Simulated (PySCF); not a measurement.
# C2H4FNOSi (Methylfluoroisocyanate Silane): the cost of one run

The runs use PySCF 2.14.0, with density-fitted response routines of our own; the level of theory stands in each step. All values are computed, except where a source is named. Atoms count from 0, in the outputs and in this text.

## Step 1: The starting structure

10 atoms, charge 0, multiplicity 1; geometry from: GFN2-xTB. The atoms were then displaced at random by about 0.01 Å, so the start is not that level's minimum.

Bonds of the start (Å): C0–Si1 1.89, Si1–F2 1.61, Si1–N3 1.75, N3–C4 1.16, C4–O5 1.15, C0–H6 1.08, C0–H7 1.10, C0–H8 1.05, Si1–H9 1.44.

## Step 2: Optimising the geometry at PBE0-D3(BJ)/def2-TZVP

Job settings and geometry (Å):

```
{"job": {"xc": "PBE0", "basis": "def2-TZVP", "d3": "d3bj", "grid": 2, "shake": 0.01, "kind": "geom"}, "charge": 0, "multiplicity": 1}
C     -1.355160    -0.696740    -0.231410
Si    -0.196610     0.773540    -0.483800
F     -0.674470     1.996690     0.442980
N      1.397560     0.398900     0.135090
C      2.390200    -0.195320     0.222830
O      3.407640    -0.706640     0.379580
H     -1.458590    -0.922760     0.819390
H     -2.354520    -0.427770    -0.608570
H     -1.038090    -1.556350    -0.737450
H     -0.067510     1.315530    -1.812540
```

Launch:

```bash
> OMP_NUM_THREADS=1 python probes_run.py task.json out
```

One launch serves the whole session: the jobs run in the order shown.

Q: Estimate the wall time and peak memory of this first job on 1 thread of Arm Neoverse V2, shared host.

About 2.3 min, with a peak of 0.8 GiB.
